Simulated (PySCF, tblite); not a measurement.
**C5H12OS: a rotation path, then NMR shifts on frames**

How do NMR shifts of C5H12OS (`CC[C@@H](C)[S@@](C)=O`) change as the atoms move?

Computed with tblite 0.8.0 and PySCF 2.14.0, with density-fitted response routines of our own, on a single molecule in the gas phase. Atoms count from 0, in the outputs and in this text.

## (1) The starting structure

19 atoms, charge 0, multiplicity 1; geometry from: GFN2-xTB.

Bonds of the start (Å): C0–C1 1.52, C1–C2 1.52, C2–C3 1.51, C2–S4 1.88, S4–C5 1.85, S4–O6 1.46, C0–H7 1.09, C0–H8 1.09, C0–H9 1.09, C1–H10 1.09, C1–H11 1.09, C2–H12 1.09, C3–H13 1.09, C3–H14 1.09, C3–H15 1.09, C5–H16 1.08, C5–H17 1.08, C5–H18 1.09.

## (2) A band between two rotamers with GFN2-xTB

What the job is given:

```
{"job": {"kind": "neb", "xc": "GFN2-xTB", "basis": "xTB", "atoms": [3, 2, 4, 5], "turn": 120}, "charge": 0, "multiplicity": 1}
C     -2.252582     0.042455    -0.905196
C     -1.554662    -0.065512     0.444831
C     -0.085606     0.335336     0.366523
C      0.581780     0.356376     1.725764
S      0.746709    -0.961816    -0.708776
C      2.324258    -0.036337    -0.976314
O      1.073668    -2.067059     0.193806
H     -2.192112     1.060526    -1.285317
H     -1.793487    -0.625494    -1.629698
H     -3.301984    -0.224239    -0.809679
H     -1.615200    -1.092676     0.811748
H     -2.065139     0.576727     1.167656
H      0.019087     1.282792    -0.164444
H      0.796869    -0.670074     2.024614
H     -0.071391     0.801131     2.473446
H      1.511990     0.919496     1.710185
H      2.096245     0.886480    -1.496219
H      2.811241     0.153860    -0.027887
H      2.960512    -0.662722    -1.592892
```

Level: GFN2-xTB climbing-image nudged elastic band, gas phase.

Run with:

```console
$ OMP_NUM_THREADS=1 python probes_run.py task.json out
```

This one command runs all jobs of the session in turn.

Standard output:

```text
image   E - E0 / eV
  0       0.0000
  1       0.0054
  2       0.0400
  3       0.1045
  4       0.1676
  5       0.1804
  6       0.1371
  7       0.1035
  8       0.0901
```

Wall time 5.3 s (1 thread of Arm Neoverse V1, shared host).

The final band, with the dihedral C3–C2–S4–C5:

| image | dihedral (°) | energy (eV) | energy (kcal/mol) |
| --- | --- | --- | --- |
| 0 | -72 | 0.000 | 0.0 |
| 1 | -57 | 0.005 | 0.1 |
| 2 | -40 | 0.040 | 0.9 |
| 3 | -22 | 0.104 | 2.4 |
| 4 | -2 | 0.168 | 3.9 |
| 5 | 18 | 0.180 | 4.2 |
| 6 | 39 | 0.137 | 3.2 |
| 7 | 55 | 0.104 | 2.4 |
| 8 | 62 | 0.090 | 2.1 |

## (3) NMR shieldings: image 0, PBE0/pcSseg-1

What the job is given:

```
{"job": {"kind": "nmr", "xc": "PBE0", "basis": "pcSseg-1", "pop": false}, "charge": 0, "multiplicity": 1}
C     -2.252600     0.042500    -0.905200
C     -1.554700    -0.065500     0.444800
C     -0.085600     0.335300     0.366500
C      0.581800     0.356400     1.725800
S      0.746700    -0.961800    -0.708800
C      2.324300    -0.036300    -0.976300
O      1.073700    -2.067100     0.193800
H     -2.192100     1.060500    -1.285300
H     -1.793500    -0.625500    -1.629700
H     -3.302000    -0.224200    -0.809700
H     -1.615200    -1.092700     0.811700
H     -2.065100     0.576700     1.167700
H      0.019100     1.282800    -0.164400
H      0.796900    -0.670100     2.024600
H     -0.071400     0.801100     2.473400
H      1.512000     0.919500     1.710200
H      2.096200     0.886500    -1.496200
H      2.811200     0.153900    -0.027900
H      2.960500    -0.662700    -1.592900
```

Method: GIAO PBE0/pcSseg-1 NMR shielding, non-relativistic, gas phase.

Standard output:

```text
coarse grid: 15584 points
cycle   1  E = -670.3891751012  dE =  8.770e-01  |g| = 9.097e-01  |ddm| = 3.826e+00
cycle   2  E = -669.7045200699  dE =  6.847e-01  |g| = 2.025e+00  |ddm| = 3.667e+00
cycle   3  E = -670.5396299858  dE = -8.351e-01  |g| = 2.652e-01  |ddm| = 3.136e+00
cycle   4  E = -670.5550518073  dE = -1.542e-02  |g| = 9.737e-02  |ddm| = 3.493e-01
cycle   5  E = -670.5572943947  dE = -2.243e-03  |g| = 2.061e-02  |ddm| = 1.113e-01
cycle   6  E = -670.5573900965  dE = -9.570e-05  |g| = 6.571e-03  |ddm| = 2.633e-02
cycle   7  E = -670.5574003002  dE = -1.020e-05  |g| = 1.363e-03  |ddm| = 7.065e-03
cycle   8  E = -670.5574007357  dE = -4.355e-07  |g| = 4.397e-04  |ddm| = 2.182e-03
final grid: 143464 points
cycle   9  E = -670.6125294646  dE = -3.869e-05  |g| = 1.176e-02  |ddm| = 3.224e-02
cycle  10  E = -670.6124833478  dE =  4.612e-05  |g| = 1.858e-02  |ddm| = 2.844e-02
cycle  11  E = -670.6125598632  dE = -7.652e-05  |g| = 3.425e-03  |ddm| = 2.086e-02
cycle  12  E = -670.6125621545  dE = -2.291e-06  |g| = 2.640e-04  |ddm| = 3.123e-03
cycle  13  E = -670.6125621696  dE = -1.512e-08  |g| = 1.391e-04  |ddm| = 4.905e-04
cycle  14  E = -670.6125621740  dE = -4.384e-09  |g| = 2.969e-05  |ddm| = 1.374e-04
cycle  15  E = -670.6125621742  dE = -2.094e-10  |g| = 7.907e-06  |ddm| = 4.012e-05
converged SCF energy = -670.6125621742

GIAO shielding tensors (ppm)
atom      isotropic    diamagn.    paramagn.     s11        s22        s33       span
  0 C      172.022     247.281     -75.259    158.640    170.944    186.483     27.843
  1 C      157.981     248.876     -90.894    136.924    160.383    176.638     39.713
  2 C      121.943     255.876    -133.933    107.465    113.259    145.105     37.640
  3 C      178.172     248.331     -70.159    156.977    179.274    198.264     41.287
  4 S      211.307    1054.707    -843.400     49.784    157.608    426.529    376.745
  5 C      145.584     255.016    -109.432    109.708    138.259    188.784     79.076
  6 O      311.118     398.158     -87.040    100.078    337.098    496.177    396.099
  7 H       31.097      30.294       0.802     26.913     29.028     37.349     10.436
  8 H       30.122      30.315      -0.193     24.334     30.597     35.434     11.101
  9 H       30.595      28.028       2.567     25.818     27.503     38.463     12.644
 10 H       30.077      32.185      -2.108     26.197     30.071     33.963      7.765
 11 H       30.279      31.801      -1.521     24.203     30.327     36.308     12.104
 12 H       29.992      35.839      -5.847     26.748     29.943     33.286      6.538
 13 H       29.360      31.153      -1.793     24.769     29.397     33.914      9.145
 14 H       31.054      30.823       0.231     25.754     29.663     37.744     11.990
 15 H       30.667      31.454      -0.786     24.921     28.689     38.392     13.471
 16 H       30.435      31.862      -1.427     26.112     28.259     36.934     10.822
 17 H       29.248      31.824      -2.576     24.989     29.660     33.096      8.107
 18 H       29.242      29.257      -0.016     25.933     26.808     34.984      9.052
```

It took 33 s on 1 thread of Arm Neoverse V1, shared host; peak memory 0.85 GiB.

The references, computed at this level on geometries of the same kind, shield at (ppm): 1H TMS 31.72, 13C TMS 186.9, 17O H2O 336.1, 33S CS2 504. Their shielding less the atom's gives the shift. The references are single molecules in the gas phase, so shifts against H2O, NH3, PH3, H3PO4 or CFCl3 are not on the usual liquid scales and can be off by tens of ppm. Each atom is listed at this fixed geometry, with no averaging over motion; a spectrum would average atoms that exchange fast.

| atoms | environment | σ (ppm) | δ (ppm) |
| --- | --- | --- | --- |
| C2 | sp3 CH bonded to S | 121.9 | 65.0 |
| C5 | methyl carbon bonded to S | 145.6 | 41.3 |
| C1 | sp3 CH2 | 158.0 | 28.9 |
| C0 | methyl carbon | 172.0 | 14.9 |
| C3 | methyl carbon | 178.2 | 8.8 |
| H18 | hydrogen on a methyl carbon bonded to S | 29.24 | 2.48 |
| H17 | hydrogen on a methyl carbon bonded to S | 29.25 | 2.47 |
| H13 | hydrogen on a methyl carbon | 29.36 | 2.36 |
| H12 | hydrogen on an sp3 CH bonded to S | 29.99 | 1.72 |
| H10 | hydrogen on an sp3 CH2 | 30.08 | 1.64 |
| H8 | hydrogen on a methyl carbon | 30.12 | 1.60 |
| H11 | hydrogen on an sp3 CH2 | 30.28 | 1.44 |
| H16 | hydrogen on a methyl carbon bonded to S | 30.43 | 1.28 |
| H9 | hydrogen on a methyl carbon | 30.59 | 1.12 |
| H15 | hydrogen on a methyl carbon | 30.67 | 1.05 |
| H14 | hydrogen on a methyl carbon | 31.05 | 0.66 |
| H7 | hydrogen on a methyl carbon | 31.10 | 0.62 |
| S4 | sulfoxide sulfur | 211 | 292 |
| O6 | S=O oxygen | 311.1 | 25.0 |

The fields below are evaluated on a grid from the run's orbitals.

Frontier orbitals at PBE0/pcSseg-1, with the share of their density that lies nearest to each atom:

| orbital | energy (eV) | lies on |
| --- | --- | --- |
| HOMO | -6.52 | O6 49 %; S4 27 %; C2 7 % |
| LUMO | 0.89 | S4 32 %; O6 10 %; C5 10 % |

ELF in a plane through or near 7 of the atoms.

Ten even steps from ' ' (0.00) to '@' (0.99):
```
                                                        
                                                        
                                                        
                        ..**%%**                        
                      ..++@@@@@@--                      
                ..--==--**@@@@@@..  ..::                
                ==%%%%**::--##--  ==@@@@%%..            
                  ++##++::****..::%%@@@@@@::            
          ..++--    ..--##%%******##@@@@**              
        ..%%@@@@@@::  ..++::::%%##::====..  ..          
        ..##@@@@@@**----##%%++++++%%@@****@@@@%%..      
          ..++**==--%%++==++::  ..++::++%%@@@@@@==      
        ..++####..--**++====::  ::##++::##@@@@@@::      
        ::%%@@@@##==::..==++::  ++@@%%**::--==::        
        ..**@@%%==..    ::--    ::%%##--                
          ..----..                ::::                  
                                                        
                                                        
                                                        
                                                        
```
The map spans 11.8 Å across and 10.2 Å up, centred on the molecule. Atoms in the plane (x, y in Å): C0 (2.3, -0.9), C1 (1.5, 0.4), C2 (0.1, 0.3), C3 (-0.6, 1.7), C5 (-2.3, -1.1), H11 (2.1, 1.2), H17 (-2.8, -0.1).

log10 of the density (e/Å³) in the same plane.

Ten even steps from '0' (-4.0) to '9' (1.4):
```
0000000000000000000000000000
0000000000000110000000000000
0000000000112222100000000000
0000000012334444311000000000
0000000133455665432210000000
0000001234567775433322000000
0000002345679775555543100000
0000122345677776667654210000
0001234445567777777754210000
0001345665557897787654432000
0012356776667776677766543100
0012356798766665578977653200
0012456797766655577776643100
0012356776655544566655432100
0001345554444433455443321000
0001233443333322333332110000
0000011222111111112110000000
0000000000000000000000000000
0000000000000000000000000000
0000000000000000000000000000
```
The map spans 11.8 Å across and 10.2 Å up, centred on the molecule. Atoms in the plane (x, y in Å): C0 (2.3, -0.9), C1 (1.5, 0.4), C2 (0.1, 0.3), C3 (-0.6, 1.7), C5 (-2.3, -1.1), H11 (2.1, 1.2), H17 (-2.8, -0.1).

On the surface of density 0.002 e/bohr³ the electrostatic potential runs, from the 1st to the 99th percentile, from -2.10 V near O6 to 1.17 V near H16.

## (4) Nuclear shieldings: image 2, PBE0/pcSseg-1

What the job is given:

```
{"job": {"kind": "nmr", "xc": "PBE0", "basis": "pcSseg-1", "pop": false}, "charge": 0, "multiplicity": 1}
C     -2.364200    -0.063200    -0.808100
C     -1.507700    -0.124400     0.449500
C     -0.120900     0.472300     0.243300
C      0.643500     0.572300     1.548800
S      0.710700    -0.664500    -1.004400
C      2.467600    -0.173600    -0.706900
O      0.596300    -2.013900    -0.445800
H     -2.505500     0.966800    -1.130100
H     -1.893000    -0.619500    -1.615500
H     -3.341000    -0.500400    -0.616400
H     -1.378000    -1.167800     0.747700
H     -2.013700     0.398500     1.265000
H     -0.183100     1.439400    -0.260500
H      0.925400    -0.423200     1.888300
H      0.014400     1.022100     2.316100
H      1.536100     1.185200     1.450000
H      2.574600     0.898200    -0.820500
H      2.769400    -0.506400     0.278700
H      3.059200    -0.688600    -1.457300
```

With the program's defaults for keys left out, this is: GIAO PBE0/pcSseg-1 NMR shielding, non-relativistic, gas phase.

Standard output:

```text
coarse grid: 15584 points
cycle   1  E = -670.3846493335  dE =  8.786e-01  |g| = 9.145e-01  |ddm| = 3.825e+00
cycle   2  E = -669.6784404247  dE =  7.062e-01  |g| = 2.049e+00  |ddm| = 3.729e+00
cycle   3  E = -670.5370358851  dE = -8.586e-01  |g| = 2.625e-01  |ddm| = 3.191e+00
cycle   4  E = -670.5519848870  dE = -1.495e-02  |g| = 1.008e-01  |ddm| = 3.513e-01
cycle   5  E = -670.5543902146  dE = -2.405e-03  |g| = 2.098e-02  |ddm| = 1.117e-01
cycle   6  E = -670.5544891720  dE = -9.896e-05  |g| = 6.717e-03  |ddm| = 2.623e-02
cycle   7  E = -670.5544997961  dE = -1.062e-05  |g| = 1.426e-03  |ddm| = 7.281e-03
cycle   8  E = -670.5545002822  dE = -4.861e-07  |g| = 4.481e-04  |ddm| = 2.258e-03
final grid: 143464 points
cycle   9  E = -670.6110238748  dE = -5.444e-05  |g| = 1.176e-02  |ddm| = 3.659e-02
cycle  10  E = -670.6109809134  dE =  4.296e-05  |g| = 1.824e-02  |ddm| = 2.811e-02
cycle  11  E = -670.6110544430  dE = -7.353e-05  |g| = 3.432e-03  |ddm| = 2.043e-02
cycle  12  E = -670.6110567400  dE = -2.297e-06  |g| = 2.746e-04  |ddm| = 3.223e-03
cycle  13  E = -670.6110567555  dE = -1.552e-08  |g| = 1.446e-04  |ddm| = 4.921e-04
cycle  14  E = -670.6110567602  dE = -4.739e-09  |g| = 3.703e-05  |ddm| = 1.550e-04
cycle  15  E = -670.6110567605  dE = -3.156e-10  |g| = 7.997e-06  |ddm| = 4.082e-05
converged SCF energy = -670.6110567605

GIAO shielding tensors (ppm)
atom      isotropic    diamagn.    paramagn.     s11        s22        s33       span
  0 C      173.036     247.283     -74.247    159.342    173.448    186.319     26.978
  1 C      159.479     249.552     -90.073    137.737    159.850    180.851     43.114
  2 C      124.288     255.907    -131.619    102.357    123.660    146.845     44.488
  3 C      172.910     248.804     -75.894    153.917    174.904    189.908     35.991
  4 S      194.503    1054.824    -860.321     51.387    107.735    424.386    372.999
  5 C      145.711     254.995    -109.283    113.000    140.260    183.873     70.873
  6 O      313.168     399.436     -86.268     94.631    338.978    505.894    411.263
  7 H       30.971      29.982       0.988     26.644     28.798     37.470     10.825
  8 H       30.175      30.166       0.009     24.312     30.785     35.427     11.116
  9 H       30.610      28.034       2.577     25.789     27.455     38.588     12.799
 10 H       29.518      32.579      -3.061     26.244     29.383     32.927      6.683
 11 H       30.351      32.074      -1.723     24.240     30.503     36.309     12.069
 12 H       29.939      35.161      -5.222     26.313     29.796     33.708      7.395
 13 H       29.990      31.737      -1.748     26.300     28.874     34.796      8.496
 14 H       30.761      30.862      -0.101     25.552     29.278     37.454     11.903
 15 H       30.474      31.781      -1.307     25.147     29.011     37.263     12.116
 16 H       30.214      31.766      -1.552     25.758     28.085     36.799     11.041
 17 H       29.583      31.649      -2.067     25.657     30.088     33.003      7.345
 18 H       28.950      29.199      -0.248     25.532     26.838     34.481      8.949
```

Wall time 24 s (1 thread of Arm Neoverse V1, shared host); peak memory 0.91 GiB.

This run: δ C2 62.6, C5 41.2, C1 27.4, C3 14.0, H18 2.77, H10 2.20 ppm.

## (5) NMR shieldings: image 5, PBE0/pcSseg-1

What the job is given:

```
{"job": {"kind": "nmr", "xc": "PBE0", "basis": "pcSseg-1", "pop": false}, "charge": 0, "multiplicity": 1}
C     -2.377600    -0.239200    -0.648900
C     -1.310000    -0.285200     0.438400
C     -0.145600     0.653800     0.156700
C      0.656200     0.985800     1.402700
S      0.891400    -0.042000    -1.279500
C      2.429800    -0.555600    -0.392500
O      0.278200    -1.315200    -1.665500
H     -2.740500     0.777000    -0.792800
H     -1.970700    -0.603300    -1.587700
H     -3.218900    -0.870000    -0.372300
H     -0.933400    -1.307000     0.522100
H     -1.756700    -0.011700     1.398500
H     -0.522000     1.585300    -0.276500
H      1.085900     0.095300     1.855200
H      0.000100     1.446700     2.140800
H      1.452200     1.693200     1.182300
H      2.935700     0.309100     0.016400
H      2.185600    -1.281600     0.373800
H      3.050500    -1.026200    -1.149000
```

With the program's defaults for keys left out, this is: GIAO PBE0/pcSseg-1 NMR shielding, non-relativistic, gas phase.

Standard output:

```text
coarse grid: 15584 points
cycle   1  E = -670.3782994558  dE =  8.575e-01  |g| = 9.164e-01  |ddm| = 3.829e+00
cycle   2  E = -669.6215073815  dE =  7.568e-01  |g| = 2.104e+00  |ddm| = 3.818e+00
cycle   3  E = -670.5299523725  dE = -9.084e-01  |g| = 2.747e-01  |ddm| = 3.296e+00
cycle   4  E = -670.5462853122  dE = -1.633e-02  |g| = 1.074e-01  |ddm| = 3.706e-01
cycle   5  E = -670.5490240463  dE = -2.739e-03  |g| = 2.196e-02  |ddm| = 1.228e-01
cycle   6  E = -670.5491325339  dE = -1.085e-04  |g| = 6.863e-03  |ddm| = 2.801e-02
cycle   7  E = -670.5491435972  dE = -1.106e-05  |g| = 1.575e-03  |ddm| = 7.661e-03
cycle   8  E = -670.5491441972  dE = -6.000e-07  |g| = 4.939e-04  |ddm| = 2.505e-03
final grid: 143464 points
cycle   9  E = -670.6056732642  dE = -5.882e-05  |g| = 1.208e-02  |ddm| = 3.983e-02
cycle  10  E = -670.6056253835  dE =  4.788e-05  |g| = 1.899e-02  |ddm| = 2.942e-02
cycle  11  E = -670.6057058360  dE = -8.045e-05  |g| = 3.519e-03  |ddm| = 2.141e-02
cycle  12  E = -670.6057082530  dE = -2.417e-06  |g| = 3.040e-04  |ddm| = 3.284e-03
cycle  13  E = -670.6057082723  dE = -1.922e-08  |g| = 1.478e-04  |ddm| = 5.245e-04
cycle  14  E = -670.6057082771  dE = -4.801e-09  |g| = 4.021e-05  |ddm| = 1.591e-04
cycle  15  E = -670.6057082774  dE = -3.720e-10  |g| = 9.048e-06  |ddm| = 4.518e-05
converged SCF energy = -670.6057082774

GIAO shielding tensors (ppm)
atom      isotropic    diamagn.    paramagn.     s11        s22        s33       span
  0 C      168.909     247.010     -78.101    153.942    165.049    187.736     33.795
  1 C      159.882     248.601     -88.719    138.866    160.540    180.240     41.373
  2 C      125.733     255.793    -130.060     96.117    132.649    148.432     52.315
  3 C      168.078     248.143     -80.065    151.011    170.007    183.217     32.206
  4 S      184.436    1054.024    -869.588     62.016     92.796    398.496    336.481
  5 C      146.641     254.919    -108.278    112.892    143.788    183.244     70.352
  6 O      286.377     399.439    -113.062     43.717    319.230    496.184    452.467
  7 H       31.110      30.174       0.936     27.054     28.991     37.285     10.231
  8 H       29.726      30.359      -0.633     23.110     31.668     34.400     11.290
  9 H       30.661      28.439       2.221     25.927     27.389     38.666     12.739
 10 H       29.399      32.661      -3.262     26.759     28.482     32.957      6.199
 11 H       30.478      32.295      -1.817     24.552     30.773     36.109     11.556
 12 H       29.144      34.879      -5.735     26.631     28.332     32.470      5.838
 13 H       30.393      32.099      -1.707     26.633     29.682     34.863      8.230
 14 H       30.486      30.422       0.064     25.521     28.451     37.485     11.963
 15 H       30.863      31.300      -0.437     26.365     28.564     37.660     11.294
 16 H       30.216      31.225      -1.009     25.374     29.157     36.117     10.743
 17 H       29.334      32.243      -2.909     25.684     29.264     33.054      7.370
 18 H       29.335      29.141       0.194     26.285     27.120     34.599      8.315
```

Wall time 25 s (1 thread of Arm Neoverse V1, shared host); peak memory 0.96 GiB.

This run: δ C2 61.2, C5 40.3, C1 27.0, C3 18.8, H12 2.57, H17 2.38 ppm.

[end of part 1 of 2]
